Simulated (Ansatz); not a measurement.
# GeHf: the cost of one run

The runs use Ansatz 0.2.0, Gaussian basis; def2-SVP, all electrons in the functionals, frozen cores in the correlation of double hybrids and RPA.

The runs, in order: wB97M-V, B2PLYP, RPA-PBE, at charge 0, quintet; charge 0, triplet; charge 0, septet; charge 1, quartet; charge 1, sextet.

20 further runs of the same task are left out: 12 for a known fault of the program, 5 that didn't finish, 3 set aside as unsound or not needed. Runs told in other sessions of the task aren't counted.

### Step 1. The geometry

The geometry is a PBE0/def2-TZVP stationary point (not a proven minimum). No spin-orbit coupling is included. Elements past krypton take def2 core potentials. The filled d shell of Ge may be among the frozen orbitals whatever the setting's name suggests.

2 atoms, charge 0, spin multiplicity 5.

Atoms are counted from 1 here; the program's logs count them from 0.

Bond lengths: Hf1–Ge2 2.605 Å.

No dispersion term is added; wB97M-V holds VV10 nonlocal correlation.

The geometry shown and the zero of energy belong to the point charge 0, quintet. The yardstick, UCCSD(T), and other wave-function levels (R restricted, U unrestricted, valence and pair active spaces) come from earlier runs.

### Step 2. wB97M-V, charge 0, quintet

File in.yaml:

```yaml
crystal:
  periodic: [false, false, false]
  atoms:
    - {symbol: Hf, position_ang: [0.000000, 0.000000, 0.000000]}
    - {symbol: Ge, position_ang: [0.000000, 0.000000, 2.604800]}
basis:
  gaussian: {orbitals: def2-SVP}
magnetization: {spin_polarized: true, initial_magnetization: 4}
hamiltonian: {xc: {name: wB97M-V}}
output: {forces: true, orbitals: {seedname: orbitals}}
```

The run is started by

```sh
$ ansatz run in.yaml --threads 1 --pin off --events-out ev --progress --plain --max-ram 2393MiB
```

Q: Estimate wall time and peak memory on 1 thread of Arm Neoverse V2, shared host.

About 29 s, with a peak of 0.34 GiB.
